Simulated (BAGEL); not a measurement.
# HF/def2-SVP (density fitting with qzvpp-jkfit) run of GeH2BrCl (SMILES [Cl][GeH2][Br])

What is the energy change on altering one bond length of GeH2BrCl at HF/def2-SVP (density fitting with qzvpp-jkfit)? 

Program for the calculation: BAGEL 1.2.2.

## (1) Starting point

GeH2BrCl: 5 atoms, total charge 0, spin state singlet. SMILES: `[Cl][GeH2][Br]`. Geometry: relaxed at PBE0-D4/def2-TZVP.

Bond lengths: Cl1–Ge2 2.141 Å, Ge2–Br3 2.293 Å, Ge2–H4 1.529 Å, Ge2–H5 1.529 Å. Angles: Cl1–Ge2–Br3 108.7°, Cl1–Ge2–H4 108.0°, Cl1–Ge2–H5 108.0°, Br3–Ge2–H4 108.3°, Br3–Ge2–H5 108.3°, H4–Ge2–H5 115.4°.

## (2) The energy at HF/def2-SVP (density fitting with qzvpp-jkfit)

calc.json reads:

```json
{ "bagel": [

{
  "title": "molecule",
  "basis": "svp",
  "df_basis": "qzvpp-jkfit",
  "angstrom": true,
  "geometry": [
    { "atom": "Cl", "xyz": [      -1.724600,       0.413900,       1.007300 ] },
    { "atom": "Ge", "xyz": [       0.005200,       0.029700,      -0.194800 ] },
    { "atom": "Br", "xyz": [       1.631600,      -0.892800,       1.133200 ] },
    { "atom": "H", "xyz": [      -0.380900,      -0.993400,      -1.263200 ] },
    { "atom": "H", "xyz": [       0.518600,       1.369000,      -0.723800 ] }
  ]
},

{
  "title": "hf"
},

{
  "title": "print",
  "file": "orbitals.molden",
  "orbitals": true
}

]}
```

The run is started by

```console
$ BAGEL_NUM_THREADS=1 BAGEL calc.json > calc.out
```

Standard output:

```text
* using 1 threads per process

  ===============================================================
  ===============================================================

  *** Geometry ***

  { "atom" : "Cl", "xyz" : [     -3.259022,      0.782158,      1.903521 ] },
  { "atom" : "Ge", "xyz" : [      0.009827,      0.056125,     -0.368119 ] },
  { "atom" : "Br", "xyz" : [      3.083277,     -1.687147,      2.141438 ] },
  { "atom" : "H", "xyz" : [     -0.719797,     -1.877254,     -2.387102 ] },
  { "atom" : "H", "xyz" : [      0.980012,      2.587035,     -1.367784 ] },

  Number of auxiliary basis functions:      696

  Since a DF basis is specified, we compute 2- and 3-index integrals:
    o Being stored without compression. Storage requirement is 0.047 GB

  Number of basis functions:       92
  Number of electrons      :       86

    * METHOD: MOLECULE                             1.24

  *** RHF ***

  === Nuclear Repulsion ===
   520.4430931462

      * DIIS with orbital gradients will be used.

  === RHF iteration (svp) ===
      0      -5107.76112874          0.00677793           0.47
      1      -5107.79974251          0.00341713           0.42
      2      -5107.80824337          0.00071868           0.42
      3      -5107.80872448          0.00021426           0.43
      4      -5107.80876555          0.00004170           0.42
      5      -5107.80876846          0.00001420           0.42
      6      -5107.80876883          0.00000487           0.42
      7      -5107.80876888          0.00000099           0.43
      8      -5107.80876888          0.00000020           0.37
      9      -5107.80876888          0.00000006           0.39
     10      -5107.80876888          0.00000002           0.39
     11      -5107.80876888          0.00000001           0.39
    * SCF iteration converged.

    * Permanent dipole moment:
           (   -0.097716,    -0.148527,     0.813385) a.u.

    * METHOD: HF                                   5.97

    * METHOD: PRINT                                0.02

  ===============================================================
```

Run time: 7.8 s. Hardware: 1 thread of Intel Xeon at 2.50GHz (Skylake/Cascade Lake), shared host.

## (3) The distorted shape at the same level

job.json reads:

```json
{ "bagel" : [

{
  "title" : "molecule",
  "basis" : "svp",
  "df_basis" : "qzvpp-jkfit",
  "angstrom" : true,
  "geometry" : [
    { "atom" : "Cl", "xyz" : [      -2.537781,       0.875139,       0.343316 ] },
    { "atom" : "Ge", "xyz" : [      -0.807981,       0.490939,      -0.858784 ] },
    { "atom" : "Br", "xyz" : [       1.631600,      -0.892800,       1.133200 ] },
    { "atom" : "H", "xyz" : [      -1.194081,      -0.532161,      -1.927184 ] },
    { "atom" : "H", "xyz" : [      -0.294581,       1.830239,      -1.387784 ] }
  ]
},

{
  "title" : "hf",
  "charge" : 0
},

{
  "title" : "print",
  "file" : "orbitals.molden",
  "orbitals" : true
}

]}
```

The run is started by

```console
$ BAGEL_NUM_THREADS=1 BAGEL job.json > job.out
```

Standard output:

```text
* using 1 threads per process

  ===============================================================
  ===============================================================

  *** Geometry ***

  { "atom" : "Cl", "xyz" : [     -4.795711,      1.653773,      0.648773 ] },
  { "atom" : "Ge", "xyz" : [     -1.526863,      0.927740,     -1.622867 ] },
  { "atom" : "Br", "xyz" : [      3.083277,     -1.687147,      2.141438 ] },
  { "atom" : "H", "xyz" : [     -2.256486,     -1.005639,     -3.641850 ] },
  { "atom" : "H", "xyz" : [     -0.556677,      3.458650,     -2.622532 ] },

  Number of auxiliary basis functions:      696

  Since a DF basis is specified, we compute 2- and 3-index integrals:
    o Being stored without compression. Storage requirement is 0.047 GB

  Number of basis functions:       92
  Number of electrons      :       86

    * METHOD: MOLECULE                             1.21

  *** RHF ***

  === Nuclear Repulsion ===
   412.4535877511

      * DIIS with orbital gradients will be used.

  === RHF iteration (svp) ===
      0      -5107.59470474          0.00859161           0.49
      1      -5107.67116402          0.00604893           0.46
      2      -5107.70275585          0.00084547           0.42
      3      -5107.70393909          0.00028430           0.35
      4      -5107.70411309          0.00009009           0.40
      5      -5107.70413330          0.00002991           0.47
      6      -5107.70413585          0.00001065           0.54
      7      -5107.70413615          0.00000226           0.47
      8      -5107.70413616          0.00000085           0.35
      9      -5107.70413616          0.00000030           0.40
     10      -5107.70413616          0.00000010           0.37
     11      -5107.70413616          0.00000004           0.37
     12      -5107.70413616          0.00000002           0.41
     13      -5107.70413616          0.00000001           0.41
     14      -5107.70413616          0.00000001           0.45
    * SCF iteration converged.

    * Permanent dipole moment:
           (    1.462838,    -0.995988,     1.922592) a.u.

    * METHOD: HF                                   7.27

    * METHOD: PRINT                                0.02

  ===============================================================
```

Wall time 9 s (1 thread of Intel Xeon at 2.50GHz (Skylake/Cascade Lake), shared host).

## (4) Results

Level: HF/def2-SVP (density fitting with qzvpp-jkfit).

| quantity | value |
| --- | --- |
| first shape: total energy | -5107.80877 Eh |
| first shape: dipole moment | 2.12 D |
| first shape: HOMO energy | -11.52 eV |
| first shape: LUMO energy | 3.06 eV |
| first shape: HOMO–LUMO gap | 14.58 eV |
| distorted shape: total energy | -5107.70414 Eh |
| distorted shape: dipole moment | 6.64 D |
| distorted shape: HOMO energy | -9.68 eV |
| distorted shape: LUMO energy | -1.54 eV |
| distorted shape: HOMO–LUMO gap | 8.14 eV |
| energy change with the Ge2–Br3 bond stretched from 2.293 to 3.440 Å | 2.847 eV |

**Reading.** With the Ge2–Br3 bond stretched from 2.293 to 3.440 Å the energy rises by 2.85 eV (66 kcal/mol). The first shape isn't relaxed at this level, so the change isn't measured from a minimum. A restricted reference can't describe the breaking bond well at this length.
